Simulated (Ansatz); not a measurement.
# F2HInO: vertical ionisation energy

How much energy removes an electron from F2HInO at fixed geometry? The cation is run at each level and the neutral's energy taken from earlier runs.

Computed with Ansatz 0.2.0, Gaussian basis. Level: unrestricted cation, the program's frozen cores in correlated methods.

Plan: UKS PBE-D4/def2-TZVPP; UKS r2SCAN-D4/def2-TZVPP; UKS PBE0-D4/def2-TZVPP; UKS B3LYP-D4/def2-TZVPP; UKS wB97X-V/def2-TZVPP; UKS wB97M-V/def2-TZVPP; UKS B2PLYP/def2-TZVPP; UHF-CCSD(T)/def2-TZVPP; UHF-MP2/def2-QZVPP; extrapolation to the limit; then −ε(HOMO) from the neutral's earlier runs with LDA (SPW92), PBE-D4, revPBE-D4, BLYP-D4, r2SCAN-D4, B97M-V, PBE0-D4, B3LYP-D4, r2SCANh-D4, r2SCAN0-D4, HSE06-D4, BHLYP-D4, CAM-B3LYP-D4, LC-ωPBE, ωB97X-V, ωB97M-V.

2 further runs of the same task are left out: 2 for a known fault of the program.

**1. The relaxed structure**

An earlier PBE0-D4 in a triple-zeta def2 set relaxation fixed the geometry. In takes the def2 core potential; no spin-orbit term is included.

SMILES `[OH][In]([F])[F]`, 5 atoms, charge 0, spin multiplicity 1.

Atoms are counted from 1 here; the program's logs count them from 0.

Bond lengths: O1–In2 1.954 Å, O1–H5 0.962 Å, In2–F3 1.922 Å, In2–F4 1.935 Å. Angles: In2–O1–H5 111.3°, O1–In2–F3 123.4°, O1–In2–F4 121.1°, F3–In2–F4 115.5°.

**2. Cation, UKS PBE-D4/def2-TZVPP**

The input, in.yaml:

```yaml
crystal:
  periodic: [false, false, false]
  atoms:
    - {symbol: O, position_ang: [-0.018626, 1.509460, 0.063232]}
    - {symbol: In, position_ang: [0.213267, -0.430275, 0.116046]}
    - {symbol: F, position_ang: [1.617948, -1.301698, 1.096784]}
    - {symbol: F, position_ang: [-0.987965, -1.608062, -0.839309]}
    - {symbol: H, position_ang: [-0.774623, 1.756874, -0.478152]}
basis:
  gaussian: {orbitals: def2-TZVPP}
total_charge: 1
magnetization: {spin_polarized: true, initial_magnetization: 1}
hamiltonian: {xc: pbe, dispersion: d4}
```

On the command line:

```console
$ ansatz run in.yaml --threads 4 --pin off --events-out ev --progress --plain --max-ram 10444MiB
```

The log of the run:

```text
Functional definition: PBE
  name "PBE"
  cite "Perdew, Burke & Ernzerhof, Phys. Rev. Lett. 77, 3865 (1996) doi:10.1103/PhysRevLett.77.3865"
  parent pbe
  parameter kappa = 0.804
  parameter beta = 0.06672455060314922
  exchange = pbe_x(kappa = kappa, mu = beta*pi^2/3)
  correlation = pbe_c(beta = beta)
910 factors; their error is unknown
mean field evaluation 1: about -12634.3372 eV, gradient 8.7e1 eV
mean field evaluation 2: about -12259.6233 eV, gradient 2.6e2 eV
mean field evaluation 4: about -12640.2920 eV, gradient 6.5e1 eV
mean field evaluation 8: about -12650.1171 eV, gradient 3.7e1 eV
mean field evaluation 16: about -12657.4400 eV, gradient 4.0e-2 eV
mean field evaluation 32: about -12657.4672 eV, gradient 1.9e-4 eV
mean field evaluation 64: about -12657.2067 eV, gradient 4.7e0 eV
mean field evaluation 96: about -12657.4671 eV, gradient 1.9e-6 eV
mean field -12657.46715282 eV, -465.1533383269 hartree, gradient 2.0e-6 eV, S^2 0.754460; 10 other end points of the search recorded, 0 dependent functions left out
reference -12657.46719727 eV, -465.1533399602 hartree; 24, 23 occupied and 133, 134 virtual orbitals, 910 factors
Total energy: -12657.53010866 eV, -465.1556519112 hartree
```

Wall time 11 s (4 threads of Arm Neoverse V1, shared host); peak memory 0.34 GiB.

The neutral molecule at this level: -12669.2129 eV. Difference: 11.683 eV. ⟨S²⟩ = 0.754.

**3. Cation, UKS r2SCAN-D4/def2-TZVPP**

in.yaml, as its differences from that of step 2:

```diff
@@ -12,2 +12,2 @@
 magnetization: {spin_polarized: true, initial_magnetization: 1}
-hamiltonian: {xc: pbe, dispersion: d4}
+hamiltonian: {xc: r2scan, dispersion: d4}
```

Launched as before.

The log of the run, shortened:

```text
Functional definition: r2SCAN
  name "r2SCAN"
  cite "Furness, Kaplan, Ning, Perdew & Sun, J. Phys. Chem. Lett. 11, 8208 (2020) doi:10.1021/acs.jpclett.0c02405"
  cite "Furness, Kaplan, Ning, Perdew & Sun, J. Phys. Chem. Lett. 11, 9248 (2020) doi:10.1021/acs.jpclett.0c03077"
  parent r2scan
[...]
910 factors; their error is unknown
[...]
mean field -12663.15765582 eV, -465.3624604547 hartree, gradient 8.1e-6 eV, S^2 0.759403; 10 other end points of the search recorded, 0 dependent functions left out
reference -12663.15766859 eV, -465.3624609241 hartree; 24, 23 occupied and 133, 134 virtual orbitals, 910 factors
Total energy: -12663.17175645 eV, -465.3629786435 hartree
```

Wall time 23 s (4 threads of Arm Neoverse V1, shared host); peak memory 0.42 GiB.

Less the neutral's -12675.0365 eV (earlier run), this gives 11.865 eV. ⟨S²⟩ = 0.759.

**4. Cation, UKS PBE0-D4/def2-TZVPP**

in.yaml, as its differences from that of step 3:

```diff
@@ -12,2 +12,2 @@
 magnetization: {spin_polarized: true, initial_magnetization: 1}
-hamiltonian: {xc: r2scan, dispersion: d4}
+hamiltonian: {xc: pbe0, dispersion: d4}
```

The command is unchanged.

The log of the run, shortened:

```text
Functional definition: PBE0
  name "PBE0"
  cite "Adamo & Barone, J. Chem. Phys. 110, 6158 (1999) doi:10.1063/1.478522"
  cite "Perdew, Burke & Ernzerhof, Phys. Rev. Lett. 77, 3865 (1996) doi:10.1103/PhysRevLett.77.3865"
  parent pbe
[...]
1003 factors; their error is unknown
[...]
mean field -12656.67044641 eV, -465.1240599063 hartree, gradient 2.3e-6 eV, S^2 0.755309; 9 other end points of the search recorded, 0 dependent functions left out
reference -12656.67047857 eV, -465.1240610880 hartree; 24, 23 occupied and 133, 134 virtual orbitals, 1003 factors
Total energy: -12656.72359736 eV, -465.1260131676 hartree
```

It took 12 s on 4 threads of Arm Neoverse V1, shared host; peak memory 0.59 GiB.

The neutral molecule at this level: -12668.8736 eV. Difference: 12.150 eV. ⟨S²⟩ = 0.755.

**5. Cation, UKS B3LYP-D4/def2-TZVPP**

in.yaml, as its differences from that of step 4:

```diff
@@ -12,2 +12,2 @@
 magnetization: {spin_polarized: true, initial_magnetization: 1}
-hamiltonian: {xc: pbe0, dispersion: d4}
+hamiltonian: {xc: {name: B3LYP}, dispersion: d4}
```

The command is unchanged.

The log of the run, shortened:

```text
Functional definition: B3LYP
  name "B3LYP"
  cite "Stephens, Devlin, Chabalowski & Frisch, J. Phys. Chem. 98, 11623 (1994) doi:10.1021/j100096a001"
  cite "Becke, Phys. Rev. A 38, 3098 (1988) doi:10.1103/PhysRevA.38.3098"
  cite "Lee, Yang & Parr, Phys. Rev. B 37, 785 (1988) doi:10.1103/PhysRevB.37.785"
  cite "Vosko, Wilk & Nusair, Can. J. Phys. 58, 1200 (1980) doi:10.1139/p80-159"
[...]
987 factors; their error is unknown
[...]
mean field -12665.82413624 eV, -465.4604518029 hartree, gradient 5.8e-6 eV, S^2 0.759228; 8 other end points of the search recorded, 0 dependent functions left out
reference -12665.82435947 eV, -465.4604600063 hartree; 24, 23 occupied and 133, 134 virtual orbitals, 987 factors
Total energy: -12665.92724490 eV, -465.4642409762 hartree
```

Wall time 17 s (4 threads of Arm Neoverse V1, shared host); peak memory 0.58 GiB.

The neutral molecule at this level: -12678.1588 eV. Difference: 12.232 eV. ⟨S²⟩ = 0.759.

**6. Cation, UKS wB97X-V/def2-TZVPP**

in.yaml, as its differences from that of step 5:

```diff
@@ -12,2 +12,2 @@
 magnetization: {spin_polarized: true, initial_magnetization: 1}
-hamiltonian: {xc: {name: B3LYP}, dispersion: d4}
+hamiltonian: {xc: {name: wB97X-V}}
```

The command is unchanged.

The log of the run, shortened:

```text
Functional definition: wB97X-V
  name "wB97X-V"
  cite "Mardirossian & Head-Gordon, Phys. Chem. Chem. Phys. 16, 9904 (2014) doi:10.1039/C3CP54374A"
  cite "Becke, J. Chem. Phys. 107, 8554 (1997) doi:10.1063/1.475007"
  cite "Vydrov & Van Voorhis, J. Chem. Phys. 133, 244103 (2010) doi:10.1063/1.3521275"
[...]
      + integral(e_c_pw_opposite_spin*poly(b97_u_opposite, cos0, cos1)) + vv10(b, c)
974 factors; their error is unknown
189 factors; integrals over basis functions are off by at most 2.6e-5 eV
[...]
mean field -12660.82802574 eV, -465.2768481285 hartree, gradient 1.6e-5 eV, S^2 0.753069; 2 other end points of the search recorded, 0 dependent functions left out
reference -12660.82802355 eV, -465.2768480480 hartree; 24, 23 occupied and 133, 134 virtual orbitals, 974 factors
Total energy: -12660.82802355 eV, -465.2768480480 hartree
```

It took 16 s on 4 threads of Arm Neoverse V1, shared host; peak memory 0.73 GiB.

Less the neutral's -12673.1145 eV (earlier run), this gives 12.286 eV. ⟨S²⟩ = 0.753.

**7. Cation, UKS wB97M-V/def2-TZVPP**

in.yaml, as its differences from that of step 6:

```diff
@@ -12,2 +12,2 @@
 magnetization: {spin_polarized: true, initial_magnetization: 1}
-hamiltonian: {xc: {name: wB97X-V}}
+hamiltonian: {xc: {name: wB97M-V}}
```

The command is unchanged.

The log of the run, shortened:

```text
Functional definition: wB97M-V
  name "wB97M-V"
  cite "Mardirossian & Head-Gordon, J. Chem. Phys. 144, 214110 (2016) doi:10.1063/1.4952647"
  cite "Becke, J. Chem. Phys. 107, 8554 (1997) doi:10.1063/1.475007"
  cite "Vydrov & Van Voorhis, J. Chem. Phys. 133, 244103 (2010) doi:10.1063/1.3521275"
  # Of w^i u^j: cxij and so on, Table III.
[...]
  gx(w, u) = 1 - cx + cx01*u + cx10*w
  gss(w, u) = css00 + css04*u^4 + css10*w + css20*w^2 + css43*w^4*u^3
  gos(w, u) = cos00 + cos10*w + (cos20 + cos21*u)*w^2 + (cos60 + cos61*u)*w^6
[...]
      + integral(e_c_pw_mod_opposite_spin*gos(b97_w_opposite, b97_u_opposite)) + vv10(b, c)
946 factors; their error is unknown
189 factors; integrals over basis functions are off by at most 2.6e-5 eV
[...]
mean field -12660.71982408 eV, -465.2728717909 hartree, gradient 1.5e-5 eV, S^2 0.753380; 2 other end points of the search recorded, 0 dependent functions left out
reference -12660.71988306 eV, -465.2728739585 hartree; 24, 23 occupied and 133, 134 virtual orbitals, 946 factors
Total energy: -12660.71988306 eV, -465.2728739585 hartree
```

Run time: 20 s. Hardware: 4 threads of Arm Neoverse V1, shared host; peak memory 0.78 GiB.

The neutral molecule at this level: -12672.9988 eV. Difference: 12.279 eV. ⟨S²⟩ = 0.753.

**8. Cation, UKS B2PLYP (frozen core)/def2-TZVPP**

in.yaml, as its differences from that of step 7:

```diff
@@ -12,2 +12,2 @@
 magnetization: {spin_polarized: true, initial_magnetization: 1}
-hamiltonian: {xc: {name: wB97M-V}}
+hamiltonian: {xc: {name: B2PLYP}}
```

The command is unchanged.

The log of the run, shortened:

```text
Functional definition: B2PLYP
  name "B2PLYP"
  cite "Grimme, J. Chem. Phys. 124, 034108 (2006) doi:10.1063/1.2148954"
  cite "Becke, Phys. Rev. A 38, 3098 (1988) doi:10.1103/PhysRevA.38.3098"
  cite "Lee, Yang & Parr, Phys. Rev. B 37, 785 (1988) doi:10.1103/PhysRevB.37.785"
[...]
1181 factors; integrals over basis functions are off by at most 6.4e-4 eV
[...]
mean field -12645.65557562 eV, -464.7192708707 hartree, gradient 4.0e-6 eV, S^2 0.754390; 3 other end points of the search recorded, 0 dependent functions left out
7 core orbitals not correlated: weight in the atoms' cores, before any rotation towards them, 1.000 or more for the frozen orbitals, at most 0.000 for the correlated occupied ones
reference -12645.65571273 eV, -464.7192759095 hartree; 17, 16 occupied and 133, 134 virtual orbitals, 1181 factors
second order -31.35808889 eV of doubles, -0.00000000 eV of singles
Total energy: -12654.12239673 eV, -465.0304208076 hartree
```

It took 8 s on 4 threads of Arm Neoverse V1, shared host; peak memory 0.57 GiB.

The neutral molecule at this level: -12666.4268 eV. Difference: 12.304 eV. ⟨S²⟩ = 0.754.

**9. Cation, UHF-CCSD(T)/def2-TZVPP**

in.yaml, as its differences from that of step 8:

```diff
@@ -12,2 +12,3 @@
 magnetization: {spin_polarized: true, initial_magnetization: 1}
-hamiltonian: {xc: {name: B2PLYP}}
+correlation: {method: ccsd_t}
+scf: {omitted_lower_state_checks: [cluster_reference]}
```

Launched as before.

The log of the run, shortened:

```text
Functional definition: HF
  name "HF"
  cite "Fock, Z. Phys. 61, 126 (1930) doi:10.1007/BF01340294"
  parent pbe
[...]
1181 factors; integrals over basis functions are off by at most 6.4e-4 eV
[...]
mean field -12607.99742222 eV, -463.3353592590 hartree, gradient 6.5e-6 eV, S^2 0.757182; 3 other end points of the search recorded, 0 dependent functions left out
7 core orbitals not correlated: weight in the atoms' cores, before any rotation towards them, 1.000 or more for the frozen orbitals, at most 0.000 for the correlated occupied ones
reference -12607.99742222 eV, -463.3353592590 hartree; 17, 16 occupied and 133, 134 virtual orbitals, 1181 factors
second order -26.01632965 eV of doubles, -0.00000000 eV of singles
cycle   1  -25.35148075 eV  change    6.6e-1 eV  update   1.4e-1
[...]
cycle  14  -26.11103533 eV  change    1.3e-5 eV  update   2.1e-5
perturbative correction -0.79931777 eV, -0.0293743861 hartree
Total energy: -12634.90777531 eV, -464.3242964947 hartree
Checks for a lower state left out: cluster_reference
```

Run time: 2.3 min. Hardware: 4 threads of Arm Neoverse V1, shared host; peak memory 3.6 GiB.

Less the neutral's -12647.1519 eV (earlier run), this gives 12.244 eV. ⟨S²⟩ = 0.757. T1 = 0.020 (report).

**10. Cation, UHF-MP2/def2-QZVPP**

in.yaml, as its differences from that of step 9:

```diff
@@ -9,6 +9,6 @@
 basis:
-  gaussian: {orbitals: def2-TZVPP}
+  gaussian: {orbitals: "def2-QZVPP.json"}
 total_charge: 1
 magnetization: {spin_polarized: true, initial_magnetization: 1}
-correlation: {method: ccsd_t}
+correlation: {method: mp2}
 scf: {omitted_lower_state_checks: [cluster_reference]}
```

Launched as before.

The log of the run, shortened:

```text
Functional definition: HF
  name "HF"
  cite "Fock, Z. Phys. 61, 126 (1930) doi:10.1007/BF01340294"
  parent pbe
[...]
1799 factors; integrals over basis functions are off by at most 5.6e-4 eV
[...]
mean field -12608.44461332 eV, -463.3517932288 hartree, gradient 4.1e-6 eV, S^2 0.757286; 3 other end points of the search recorded, 0 dependent functions left out
7 core orbitals not correlated: weight in the atoms' cores, before any rotation towards them, 1.000 or more for the frozen orbitals, at most 0.000 for the correlated occupied ones
reference -12608.44461332 eV, -463.3517932288 hartree; 17, 16 occupied and 259, 260 virtual orbitals, 1799 factors
second order -32.93419987 eV of doubles, -0.00000000 eV of singles
Total energy: -12641.37881319 eV, -464.5621027504 hartree
Checks for a lower state left out: cluster_reference
```

It took 14 s on 4 threads of Arm Neoverse V1, shared host; peak memory 0.94 GiB.

Less the neutral's -12654.0531 eV (earlier run), this gives 12.674 eV. ⟨S²⟩ = 0.757.

**11. The basis-set limit**

No new run: Hartree-Fock is extrapolated as exp(−7.88√X) and correlation as X^−2.97, with X = 3 and 4; only MP2 was run in the larger set, so CCSD(T) minus MP2 is added from the smaller one.

```csv
level,energy at the limit (eV)
HF,-12608.5062
MP2,-12646.5648
CCSD,-12646.6595
CCSD(T),-12647.4588
```

This is no true limit for total energies: MP2 correlation changes by a factor of 1.27 from triple to quadruple zeta (about 1.07 in light molecules), because outer-core shells are correlated in sets not made for them. Much of that cancels between molecule and atoms or ions.

The neutral's limit, from its own earlier runs, is -12659.9507 eV in the additive form (MP2 limit plus CCSD(T) minus MP2 in triple zeta), in which the cation has -12647.4588 eV.

**12. Ionisation energies side by side**

Differences are taken before rounding.

```csv
method,ionisation energy (eV),from CCSD(T)/CBS (eV),time
PBE-D4,11.68,-0.81,12 s
r2SCAN-D4,11.86,-0.63,25 s
PBE0-D4,12.15,-0.34,13 s
B3LYP-D4,12.23,-0.26,19 s
ωB97X-V,12.29,-0.21,19 s
ωB97M-V,12.28,-0.21,25 s
B2PLYP,12.30,-0.19,10 s
HF/def2-TZVPP,10.62,-1.87,
MP2/def2-TZVPP,12.54,+0.04,
CCSD/def2-TZVPP,12.16,-0.33,
CCSD(T)/def2-TZVPP,12.24,-0.25,2.8 min
CCSD(T)/CBS,12.49,0,3.1 min
```

Among the levels timed on like hardware and quicker than the yardstick, those that no quicker one beats, quickest first: B2PLYP (10 s, -0.19 eV).

Times add the cation's run and the neutral's; HF, MP2 and CCSD come out of the CCSD(T) runs.

Orbital estimates, from the neutral's runs:

```csv
functional,−ε(HOMO) (eV),by energy difference (eV)
LDA (SPW92),8.22,
PBE-D4,7.93,11.68
revPBE-D4,7.83,
BLYP-D4,7.87,
r2SCAN-D4,8.31,11.86
B97M-V,8.36,
PBE0-D4,9.66,12.15
B3LYP-D4,9.41,12.23
r2SCANh-D4,8.96,
r2SCAN0-D4,9.95,
HSE06-D4,9.25,
BHLYP-D4,11.36,
CAM-B3LYP-D4,11.22,
LC-ωPBE,12.55,
ωB97X-V,12.20,12.29
ωB97M-V,12.15,12.28
```

**13. Summary of results**

```
                        quantity               value
  ionisation energy, CCSD(T)/CBS            12.49 eV
nearest functional by difference   B2PLYP (-0.19 eV)
                nearest −ε(HOMO)  LC-ωPBE (+0.06 eV)
                 −ε(HOMO) of PBE             7.93 eV
                T1 of the cation               0.020
```

What this shows: By cation minus neutral, the functionals miss by 0.81 eV at most. −ε(HOMO) of PBE misses by 4.6 eV, since self-interaction lifts the level. Among orbital estimates LC-ωPBE comes nearest. Hartree-Fock falls 1.87 eV short, as the neutral has more correlation energy than the cation. Correlated methods include outer-core shells of In, which these sets cover unevenly. With outer-core shells in play the reference is unsure by up to some tenths of an eV, so close misses can't be ranked.

B2PLYP reaches 0.19 eV from the reference in 10 s, where CCSD(T)/CBS took 3.1 min.
